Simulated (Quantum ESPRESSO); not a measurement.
BiS:

```
CELL_PARAMETERS angstrom
4.00294 0.00000 0.00000
0.00000 4.00294 0.00000
0.00000 0.00000 4.00294
ATOMIC_POSITIONS crystal
Bi 0.50000 0.50000 0.50000
S 0.00000 0.00000 0.00000
```

The cell was built by a generator and needn't be a form met in nature.

Base run:

```yaml
Program: Quantum ESPRESSO 7.5
Functional: PBE
Potentials_or_basis: PseudoDojo 0.4.1 SR PBE standard
Cutoff: 898 eV
Density_cutoff: 3592 eV
k_mesh: 6 × 6 × 6
Occupations: fermi-dirac, width 0.05 eV
Spin: no spin polarisation
```

Its results: band gap on the k mesh none (metal or under the smearing width); pressure -10.9 GPa.

Q: The run is repeated on the same cell with these changes: functional from PBE to PBEsol; potentials or basis from PseudoDojo 0.4.1 SR PBE standard to PseudoDojo 0.4.1 SR PBEsol standard. What comes out?

A: Band gap on the k mesh none (metal or under the smearing width); pressure -13.0 GPa.

Caveats: spin-orbit coupling is left out, which moves the levels of the heavy elements; the Wannier minimisation didn't converge.

Not every run made on this cell is shown here.
